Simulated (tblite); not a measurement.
# How the settings of tblite move a run on AlN

Simulated with tblite 0.8.0. This is a test of settings. The cell was built from a prototype and was relaxed with r2SCAN in plane waves (Ansatz 0.2.0). Not every such cell is a known phase. All runs are without spin polarisation.

Space group F-43m (No. 216), cubic; a = 4.370 Å in the conventional setting, 10.43 Å³ an atom. Al is surrounded by 4 N at 1.89 Å; N is surrounded by 4 Al at 1.89 Å.

The base run uses GFN1-xTB on a cluster of 64 atoms.

```python
import json
from ase import Atoms
from ase.build import make_supercell
from ase.units import Bohr, GPa, Hartree
from tblite.interface import Calculator

atoms = Atoms(['Al', 'N'],
              cell=[[0.0, 2.184876, 2.184876], [2.184876, 0.0, 2.184876], [2.184876, 2.184876, 0.0]],
              scaled_positions=[[-0.0, 0.0, 0.0], [0.25, 0.25, 0.25]],
              pbc=True)
cluster = make_supercell(atoms, [[-2, 2, 2], [-2, -2, 2], [2, -2, 2]])
calc = Calculator('GFN1-xTB', cluster.numbers, cluster.positions / Bohr, lattice=cluster.cell[:] / Bohr, periodic=cluster.pbc)
calc.set('temperature', 0.02 / Hartree)
calc.set('max-iter', 150)
res = calc.singlepoint()
levels = res.get('orbital-energies') * Hartree
nv = round(res.get('orbital-occupations').sum() / 2)
cells = len(cluster) // len(atoms)
out = {'energy_per_cell': res.get('energy') * Hartree / cells, 'homo': levels[nv - 1], 'lumo': levels[nv],
       'stress': (-res.get('virial') * Hartree / cluster.get_volume() / GPa).tolist(), 'charges': res.get('charges')[:len(atoms)].tolist(), 'electrons': 2 * nv / cells}
json.dump(out, open('results.json', 'w'))
for key, value in out.items():
    print(key, value)
```

Command: `python run.py`. It took 6.7 s on 1 thread of Arm Neoverse V1, with other jobs on the host, peak memory 0.12 GiB.

It converged with a gap of 0.67 eV and a pressure of 31.79 GPa (positive in compression). xTB was fitted to molecules, so gaps, charges and pressures of solids can be far off.

Each further run moved one setting: temperature (electronic temperature in eV); accuracy (scale of the thresholds); charge (charge of the whole cluster); cluster (size of the cluster in conventional cells). Changes are from the base run, which isn't itself converged in every setting; energies of another Hamiltonian, functional, basis or charge aren't compared, and those at a high electronic temperature are mostly its entropy term.

```json
{"setting": "temperature = 0.1", "how it ended": "converged", "gap change (eV)": "0.01", "energy change (meV/atom)": "-0.4", "pressure change (GPa)": "0.16", "time (s)": "6.7"}
{"setting": "accuracy = 10.0", "how it ended": "converged", "gap change (eV)": "0.00", "energy change (meV/atom)": "0.0", "pressure change (GPa)": "0.00", "time (s)": "6.5"}
{"setting": "temperature = 0.001", "how it ended": "converged", "gap change (eV)": "0.00", "energy change (meV/atom)": "0.0", "pressure change (GPa)": "0.00", "time (s)": "6.7"}
{"setting": "charge = -2.0 (poor on purpose)", "how it ended": "converged", "gap change (eV)": "–", "energy change (meV/atom)": "–", "pressure change (GPa)": "–", "time (s)": "6.7"}
{"setting": "cluster = 1x1x1 (poor on purpose)", "how it ended": "converged", "gap change (eV)": "-0.62", "energy change (meV/atom)": "1349.9", "pressure change (GPa)": "23.91", "time (s)": "1.4"}
```

accuracy = 10.0 changes nothing that matters here. temperature = 0.001 changes nothing that matters here.
